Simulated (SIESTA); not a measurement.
# In3As under changes of volume

One of the cells (25.489 Å³/atom); the others are scaled copies at fixed shape and fractional positions:

```
In As
1.0
     4.67168    0.00000    0.00000
     0.00000    4.67168    0.00000
     0.00000    0.00000    4.67168
In As
3 1
Direct
  0.50000 0.50000 0.00000
  0.50000 0.00000 0.50000
  0.00000 0.50000 0.50000
  0.00000 0.00000 0.00000
```

The cell comes from a database or a generator and needn't be the stable form of this composition.

* Program: SIESTA 5.4.2
* Functional: LDA
* Potentials or basis: PseudoDojo 0.4 standard (LDA files)
* Basis: DZP (energy shift 0.003 Ry; two zetas on semicore shells)
* Grid cutoff: 500 Ry
* Energy shift: 0.003 Ry
* k mesh: 6 × 6 × 6
* Occupations: fermi-dirac, width 0.05 eV
* Spin: no spin polarisation

```tsv
volume (Å³/atom)	energy over the lowest point (meV/atom)	pressure (GPa)
23.960	0.00	-0.3
24.470	2.49	-1.3
24.980	8.07	-2.2
25.489	16.34	-3.0
25.999	?	?
26.509	40.18	-4.4
27.019	55.19	-5.0
```

Task: What does the run at 25.999 Å³/atom give?

Result: Energy over the lowest point 27.20 meV/atom; pressure -3.8 GPa.

Worked out: A Birch-Murnaghan fit of order 3 (a polynomial in V^(-2/3)) to the other rows has its minimum at 23.84 Å³/atom, just outside them, with B0 = V·E''(V) = 51 GPa and B' = 4.0. It gives 27.15 meV/atom at 25.999 Å³/atom, against the run's 27.20, and -dE/dV = -3.8 GPa, against -3.8.

Energies are extrapolated to zero smearing.

Caveats: the basis of atomic orbitals isn't converged, which shifts pressures, moduli and gaps.
